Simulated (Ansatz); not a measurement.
Relaxation of a periodic cell of 63 atoms, GaSi$_{62}$ (host Si, host structure diamond, dopant Ga, one Si atom removed), to a largest force component of 0.03 eV/Å in at most 60 steps.

The calculation used Ansatz 0.2.0, DFT PBE-D3(BJ), scalar-relativistic, plane waves, PAW. Settings: PAW set soft_1, cutoff 420 eV, k mesh 1x1x1, gaussian smearing 0.02 eV, spin collinear.

```xyz
63
Lattice="10.8600 0.0000 0.0000 0.0000 10.8600 0.0000 0.0000 0.0000 10.8600" Properties=species:S:1:pos:R:3
Si 5.430 0.000 0.000
Si 6.787 1.357 1.357
Si 8.145 2.715 0.000
Si 9.502 4.072 1.357
Si 8.145 0.000 2.715
Si 9.502 1.357 4.072
Si 0.000 0.000 0.000
Si 1.357 1.357 1.357
Si 2.715 2.715 0.000
Si 4.072 4.072 1.357
Si 5.430 5.430 0.000
Si 6.787 6.787 1.357
Si 8.145 8.145 0.000
Si 9.502 9.502 1.357
Si 2.715 0.000 2.715
Si 4.072 1.357 4.072
Si 5.430 2.715 2.715
Si 6.787 4.072 4.072
Si 8.145 5.430 2.715
Si 9.502 6.787 4.072
Si 5.430 0.000 5.430
Si 6.787 1.357 6.787
Si 8.145 2.715 5.430
Si 9.502 4.072 6.787
Si 8.145 0.000 8.145
Si 9.502 1.357 9.502
Si 0.000 5.430 0.000
Si 1.357 6.787 1.357
Si 2.715 8.145 0.000
Si 4.072 9.502 1.357
Si 0.000 2.715 2.715
Si 1.357 4.072 4.072
Si 2.715 5.430 2.715
Si 4.072 6.787 4.072
Si 5.430 8.145 2.715
Si 6.787 9.502 4.072
Si 0.000 0.000 5.430
Si 1.357 1.357 6.787
Si 2.715 2.715 5.430
Si 4.072 4.072 6.787
Si 5.430 5.430 5.430
Si 6.787 6.787 6.787
Si 8.145 8.145 5.430
Si 9.502 9.502 6.787
Si 2.715 0.000 8.145
Si 4.072 1.357 9.502
Si 5.430 2.715 8.145
Si 6.787 4.072 9.502
Si 8.145 5.430 8.145
Si 9.502 6.787 9.502
Si 0.000 8.145 2.715
Si 1.357 9.502 4.072
Si 0.000 5.430 5.430
Si 1.357 6.787 6.787
Si 2.715 8.145 5.430
Si 0.000 2.715 8.145
Si 1.357 4.072 9.502
Si 2.715 5.430 8.145
Si 4.072 6.787 9.502
Ga 4.072 9.502 6.787
Si 6.787 9.502 9.502
Si 0.000 8.145 8.145
Si 1.357 9.502 9.502
```

Q: Where does it end, and by what steps?

A: The forces met the threshold. Limits of this set-up: coarse k mesh. After 4 steps the energy has fallen by 0.154 eV; Si42 moved furthest, 0.12 Å.

```
step  energy less start (eV)  largest force component (eV/Å)  accepted
   0                  0.0000                           0.692       yes
   1                 -0.1392                           0.114       yes
   2                 -0.1523                           0.032       yes
   3                 -0.1532                           0.034       yes
   4                 -0.1542                           0.010       yes
```

```xyz
63
Lattice="10.8600 0.0000 0.0000 0.0000 10.8600 0.0000 0.0000 0.0000 10.8600" Properties=species:S:1:pos:R:3
Si 5.422 -0.016 -0.019
Si 6.801 1.349 1.347
Si 8.137 2.727 -0.008
Si 9.505 4.070 1.360
Si 8.163 0.000 2.701
Si 9.516 1.350 4.080
Si -0.014 0.000 0.018
Si 1.365 1.350 1.371
Si 2.715 2.729 0.018
Si 4.082 4.080 1.350
Si 5.415 5.472 -0.042
Si 6.780 6.795 1.342
Si 8.103 8.160 -0.042
Si 9.495 9.493 1.350
Si 2.725 -0.010 2.729
Si 4.089 1.333 4.097
Si 5.434 2.714 2.716
Si 6.801 4.083 4.081
Si 8.137 5.438 2.703
Si 9.492 6.774 4.081
Si 5.512 -0.006 5.436
Si 6.813 1.378 6.787
Si 8.163 2.729 5.430
Si 9.495 4.080 6.797
Si 8.126 -0.016 8.137
Si 9.492 1.349 9.516
Si -0.012 5.438 -0.008
Si 1.366 6.774 1.347
Si 2.731 8.153 -0.019
Si 4.075 9.500 1.359
Si 0.003 2.712 2.718
Si 1.365 4.059 4.080
Si 2.715 5.412 2.701
Si 4.072 6.762 4.052
Si 5.430 8.145 2.713
Si 6.813 9.503 4.052
Si 0.014 -0.010 5.440
Si 1.382 1.333 6.804
Si 2.725 2.701 5.440
Si 4.075 4.071 6.790
Si 5.422 5.449 5.446
Si 6.711 6.864 6.832
Si 8.126 8.153 5.446
Si 9.504 9.500 6.790
Si 2.721 -0.006 8.227
Si 4.072 1.378 9.528
Si 5.430 2.717 8.145
Si 6.780 4.088 9.495
Si 8.103 5.472 8.130
Si 9.487 6.795 9.495
Si 0.001 8.141 2.716
Si 1.382 9.486 4.097
Si -0.014 5.412 5.430
Si 1.337 6.762 6.787
Si 2.721 8.063 5.436
Si 0.001 2.714 8.149
Si 1.366 4.083 9.516
Si 2.731 5.449 8.137
Si 4.117 6.864 9.426
Ga 4.090 9.485 6.805
Si 6.711 9.458 9.426
Si -0.002 8.145 8.145
Si 1.337 9.503 9.528
```

Whether the end is a true minimum wasn't checked by a vibrational analysis.

Time of the run: 39 s on 4 threads of Arm Neoverse V2 (shared host), peak memory 1.7 GiB.
